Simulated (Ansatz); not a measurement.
# TaAs: the cost of one run

Computed with Ansatz 0.2.0 (DFT PBE, scalar-relativistic, plane waves, PAW, unless a step's input says otherwise).

**1. The starting structure**

Symmetry: I4_1md, No. 109, tetragonal system. Conventional cell: a = 3.463 Å, b = 3.463 Å, c = 11.735 Å, α = 90.00°, β = 90.00°, γ = 90.00°. Around Ta (site symmetry 2mm) lie 6 As at 2.62 to 2.63 Å. As (site symmetry 2mm) has 6 Ta at 2.62 to 2.63 Å as nearest neighbours.

Structure file:

```cif
data_structure
_symmetry_space_group_name_H-M 'P 1'
_symmetry_Int_Tables_number 1
_cell_length_a 6.3577
_cell_length_b 6.3577
_cell_length_c 6.3577
_cell_angle_alpha 148.393
_cell_angle_beta 148.393
_cell_angle_gamma 45.305
_cell_volume 70.36
loop_
_atom_site_label
_atom_site_type_symbol
_atom_site_fract_x
_atom_site_fract_y
_atom_site_fract_z
_atom_site_occupancy
Ta1 Ta 0.50017 0.00017 0.50000 1
Ta2 Ta 0.75017 0.75017 0.00000 1
As1 As 0.08243 0.58243 0.50000 1
As2 As 0.33243 0.33243 0.00000 1
```

It goes back to an entry of the Materials Project.

It is the result of an earlier relaxation at this level (volume 17.59 Å³/atom; gap on the mesh: none (metal)).

**2. Static run: bands, density of states and charges**

The input, input.yaml:

```yaml
crystal:
  lattice:
    - [-1.7314485851, 1.7314485851, 5.8672939475]
    - [1.7314485851, -1.7314485851, 5.8672939475]
    - [1.7314485851, 1.7314485851, -5.8672939475]
  atoms:
    - { symbol: Ta, position: [0.5001741996, 1.0001741996, 0.5] }
    - { symbol: Ta, position: [0.7501741996, 0.7501741996, 0.0] }
    - { symbol: As, position: [0.0824252204, 0.5824252204, 0.5] }
    - { symbol: As, position: [0.3324252204, 0.3324252204, 0.0] }
basis:
  ecutwfc: 420
kpoints:
  mp_grid: { grid: [18, 18, 18] }
  band_path:
    path:
      - [[0.0, 0.0, 0.0], [0.0, 0.0, 0.5], [0.25, 0.25, 0.25], [0.0, 0.5, 0.0], [0.0, 0.0, 0.0], [0.5, 0.5, -0.5], [0.27177126, 0.72822874, -0.27177126]]
      - [[-0.27177126, 0.27177126, 0.27177126], [0.0, 0.0, 0.0]]
      - [[0.0, 0.0, 0.5], [-0.04354252, 0.04354252, 0.5]]
      - [[0.5, 0.5, -0.04354252], [0.5, 0.5, -0.5]]
    npoints: 14
hamiltonian:
  xc: pbe
scf:
  occupations: { method: gaussian, width: 0.1 }
  n_extra_bands: 10
output:
  forces: true
  stress: true
  eigenvalues: true
  populations: true
  dos: { projected: true, de: 0.02, nscf_kmesh: { grid: [27, 27, 27] } }
  bader: true
  write_density: true
  write_potential: true
  elf: true
  volumetric_format: npy
```

Command:

```sh
> ansatz run input.yaml --threads 2 --pin off --max-ram 5120MiB --backend cpu --events-out ev --progress --plain --runs-dir out
```

Q: Estimate wall time and peak memory on 2 threads of Intel Xeon 6975P-C (Granite Rapids), shared host.

About 1.9 min, with a peak of 2.2 GiB.
